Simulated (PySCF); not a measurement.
# C3H8BNO: electronic excitations and core binding energies

What electronic excitations and core binding energies should C3H8BNO (`C#C[B@@H-](O)[NH2+]C`) show?

Programs: PySCF 2.14.0, with density-fitted response routines of our own. Each step states its level of theory. These are calculated values for one molecule in the gas phase, unless marked as measured. Atoms are numbered from 0 throughout.

### Step 1. The molecule as given

14 atoms, charge 0, multiplicity 1; geometry from: GFN2-xTB.

Bonds of the start (Å): C0–C1 1.20, C1–B2 1.56, B2–O3 1.42, B2–N4 1.78, N4–C5 1.46, C0–H6 1.05, B2–H7 1.19, O3–H8 0.96, N4–H9 1.02, N4–H10 1.02, C5–H11 1.09, C5–H12 1.09, C5–H13 1.09.

### Step 2. Excited states and response: PBE0/def2-SVPD

Job settings and geometry (Å):

```
{"job": {"kind": "uv", "xc": "PBE0", "basis": "def2-SVPD", "nstates": 8, "ntriplets": 3}, "charge": 0, "multiplicity": 1}
C      2.115259     1.287971    -0.437447
C      1.412817     0.326842    -0.272917
B      0.556933    -0.944294    -0.001447
O      1.108749    -1.914842     0.870759
N     -0.804729    -0.283235     0.938205
C     -1.656114     0.659166     0.227361
H      2.722933     2.131069    -0.607088
H      0.008954    -1.425352    -0.939274
H      1.824109    -1.567812     1.400865
H     -1.313376    -1.113029     1.227673
H     -0.390258     0.146889     1.760002
H     -2.079373     0.165243    -0.644538
H     -1.040641     1.488388    -0.117483
H     -2.465941     1.042521     0.853187
```

Level: TDDFT PBE0/def2-SVPD, vertical, gas phase, core orbitals frozen in the response.

Started as:

```console
$ OMP_NUM_THREADS=1 python probes_run.py task.json out
```

The driver reads the jobs from task.json and runs them one after another.

**Question.** This job is followed by: delta-SCF UKS SCAN, pcX-2 on the ionised atom, pcseg-1 elsewhere, spin-free X2C. Predict these results of the whole session: lowest singlet (PBE0/def2-SVPD); brightest single state of those computed; lowest triplet; surface potential, 1st and 99th percentile; C1s binding energies, SCAN/pcX-2 (standing for 2 of 3 atoms); B1s binding energies, SCAN/pcX-2; O1s binding energies, SCAN/pcX-2; N1s binding energies, SCAN/pcX-2.

**Answer**, as computed:

```
                                                    quantity                        value
                             lowest singlet (PBE0/def2-SVPD)  6.28 eV (197 nm), f = 0.017
                    brightest single state of those computed  state 2, 6.41 eV, f = 0.032
                                              lowest triplet                      5.23 eV
                       surface potential, 1st and 99th percentile           -1.99 V and 2.25 V
C1s binding energies, SCAN/pcX-2 (standing for 2 of 3 atoms)      C5 292.32, C0 289.60 eV
                            B1s binding energies, SCAN/pcX-2                 B2 195.57 eV
                            O1s binding energies, SCAN/pcX-2                 O3 537.49 eV
                            N1s binding energies, SCAN/pcX-2                 N4 406.91 eV
```

In words: The first singlet state (HOMO→LUMO 0.48, HOMO→LUMO+1 0.13) lies at 6.28 eV and is weak; of the 8 states computed, the strongest absorption comes from state 2 at 6.41 eV. The lowest triplet lies 1.05 eV below the lowest singlet (triplets in Tamm-Dancoff, singlets in full TDDFT). C5 (methyl carbon bonded to N) binds its C1s electron 2.72 eV more tightly than C0 (terminal alkyne carbon). Only 2 of the 3 C atoms are covered by sound results.
